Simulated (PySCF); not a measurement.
# C5H3F3: geometry, spin-spin couplings

What spin-spin couplings should C5H3F3 (`FC(F)(F)C=C1C=C1`) show?

Programs: PySCF 2.14.0, with density-fitted response routines of our own. Each step states its level of theory. These are calculated values for one molecule in the gas phase, unless marked as measured. Atoms count from 0, in the outputs and in this text.

### Step 1. The starting structure

11 atoms, charge 0, multiplicity 1; geometry from: GFN2-xTB. The atoms were then displaced at random by about 0.01 Å, so the start is not that level's minimum.

Bonds of the start (Å): F0–C1 1.33, C1–F2 1.35, C1–F3 1.36, C1–C4 1.49, C4–C5 1.32, C5–C6 1.45, C6–C7 1.32, C7–C5 1.46, C4–H8 1.06, C6–H9 1.06, C7–H10 1.04.

### Step 2. Relaxing the molecule at PBE0-D3(BJ)/def2-SVP

The job: settings as JSON, then the geometry in Å.

```
{"job": {"xc": "PBE0", "basis": "def2-SVP", "d3": "d3bj", "grid": 1, "shake": 0.01, "kind": "geom"}, "charge": 0, "multiplicity": 1}
F     -2.514430     0.168280    -0.564340
C     -1.707430     0.055530     0.483840
F     -2.465180    -0.518890     1.446590
F     -1.400370     1.307650     0.907850
C     -0.482890    -0.728580     0.146730
C      0.721820    -0.203290     0.285930
C      1.632540     0.864510     0.630300
C      2.176290    -0.264330     0.200700
H     -0.660920    -1.719750    -0.171360
H      1.726970     1.862320     0.987730
H      3.011710    -0.849280    -0.025830
```

Run with:

```bash
> OMP_NUM_THREADS=1 python probes_run.py task.json out
```

One launch serves the whole session: the jobs run in the order shown.

**Question.** This job is followed by: B3LYP/cc-pVTZ indirect spin-spin coupling, non-relativistic, gas phase; B3LYP/6-31G* indirect spin-spin coupling, non-relativistic, gas phase. What will the session give for the following? point group; rotational constants (main isotopes); largest coupling of the table (B3LYP/cc-pVTZ); range of J(F0,C1), mean over like pairs.

**Answer**, as computed:

| quantity | value |
| --- | --- |
| point group | C1 |
| rotational constants (main isotopes) | 4.78, 1.28, 1.22 GHz |
| largest coupling of the table (B3LYP/cc-pVTZ) | 1J(F,C) F0–C1, -310.6 Hz |
| range of J(F0,C1), mean over like pairs | -310.6 to -252.8 Hz |

**Reading.** Over 7 steps the energy fell by 0.123 eV; of the close pairs, C7–H10 changed most, 1.045 to 1.088 Å. No frequency check was run at this level, so the end point may be a saddle. In the run at B3LYP/cc-pVTZ, the largest coupling of the table is F0–C1 (mean over like pairs), -310.6 Hz, of which the Fermi-contact term gives -289.1 Hz. Density functionals describe couplings to fluorine poorly, F–F couplings above all, so those rows are rough. The coupling F0–C1, as a mean over pairs of its kind, runs from -310.6 Hz (B3LYP/cc-pVTZ) to -252.8 Hz (B3LYP/6-31G*). Couplings from bases without tight functions are rough.
